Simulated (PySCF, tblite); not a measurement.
# C₈H₁₁F: geometry, infrared bands and NMR shifts

Wanted: the infrared bands and NMR shifts of C₈H₁₁F (`C#C[C@@H]1CCCC[C@@H]1F`), by calculation.

Computed with tblite 0.8.0 and PySCF 2.14.0, with density-fitted response routines of our own, on a single molecule in the gas phase. Atoms are numbered from 0 throughout.

### 1 The molecule as given

20 atoms, charge 0, multiplicity 1; geometry from: force field or distance geometry start.

Bonds of the start (Å): C0–C1 1.24, C1–C2 1.45, C2–C3 1.49, C3–C4 1.48, C4–C5 1.49, C5–C6 1.49, C6–C7 1.49, C7–F8 1.39, C7–C2 1.46, C0–H9 1.05, C2–H10 1.12, C3–H11 1.12, C3–H12 1.13, C4–H13 1.12, C4–H14 1.14, C5–H15 1.10, C5–H16 1.12, C6–H17 1.11, C6–H18 1.12, C7–H19 1.13.

### 2 Relaxing the molecule with GFN2-xTB

The job: settings as JSON, then the geometry in Å.

```
{"job": {"kind": "relax", "xc": "GFN2-xTB", "basis": "xTB"}, "charge": 0, "multiplicity": 1}
C      3.243100    -0.656100     0.058500
C      2.089700    -0.536000    -0.378900
C      0.739300    -0.389900    -0.896700
C      0.399400     1.058800    -0.877800
C     -0.680000     1.527800     0.027800
C     -1.732300     0.532800     0.368900
C     -1.226100    -0.836100     0.661500
C     -0.163400    -1.337400    -0.250500
F      0.583500    -2.284700     0.433300
H      4.224200    -0.738200     0.425100
H      0.808800    -0.688100    -1.974700
H      0.180000     1.382700    -1.922300
H      1.334300     1.617800    -0.583300
H     -0.224600     2.027700     0.918300
H     -1.205400     2.377800    -0.518700
H     -2.464800     0.481700    -0.447700
H     -2.231200     0.904600     1.296600
H     -0.869000    -0.976100     1.704300
H     -2.114000    -1.513600     0.584500
H     -0.696700    -1.944800    -1.040900
```

The run is started by

```bash
$ OMP_NUM_THREADS=1 python probes_run.py task.json out
```

The driver reads the jobs from task.json and runs them one after another.

**Question.** This job is followed by: GFN2-xTB harmonic vibrations, gas phase; GIAO PBE0/pcSseg-1 NMR shielding, non-relativistic, gas phase. What will the session give for the following? strongest single infrared mode (GFN2-xTB); zero-point energy (GFN2-xTB); 13C shifts against TMS (PBE0/pcSseg-1); 1H shifts against TMS (PBE0/pcSseg-1); 19F shifts against CFCl3 (PBE0/pcSseg-1); surface potential, 1st and 99th percentile.

As calculated:

```
                                 quantity                                                                 value
strongest single infrared mode (GFN2-xTB)                                                  2992 cm⁻¹, 99 km/mol
             zero-point energy (GFN2-xTB)                                                        105.6 kcal/mol
   13C shifts against TMS (PBE0/pcSseg-1)                    96.2, 88.9, 80.1, 36.2, 33.4, 32.3, 28.0, 24.3 ppm
    1H shifts against TMS (PBE0/pcSseg-1)  4.51, 3.21, 2.32, 1.93, 1.92, 1.92, 1.83, 1.63, 1.38, 1.30, 1.09 ppm
 19F shifts against CFCl3 (PBE0/pcSseg-1)                                                            -195.8 ppm
    surface potential, 1st and 99th percentile                                                    -1.32 V and 1.27 V
```

In words: The optimisation took 70 steps and gained 1.297 eV; among the close pairs (by a distance rule), C2–C7 changed most, from 1.460 to 1.536 Å. No mode is imaginary among the 54: a minimum at this level. Unscaled tight-binding wavenumbers are off by several per cent, some by more. Its intensities can rank the bands wrongly. C7 (sp3 CH bonded to F) lies farthest downfield among carbon, at 96.2 ppm; pulled downfield by the heteroatom. The most deshielded hydrogen is H19 (hydrogen on an sp3 CH bonded to F), at 4.51 ppm: its carbon carries F, an electronegative neighbour. At PBE0/pcSseg-1: The widest tensor belongs to C1: span 294 ppm, with a paramagnetic part of -167 ppm.
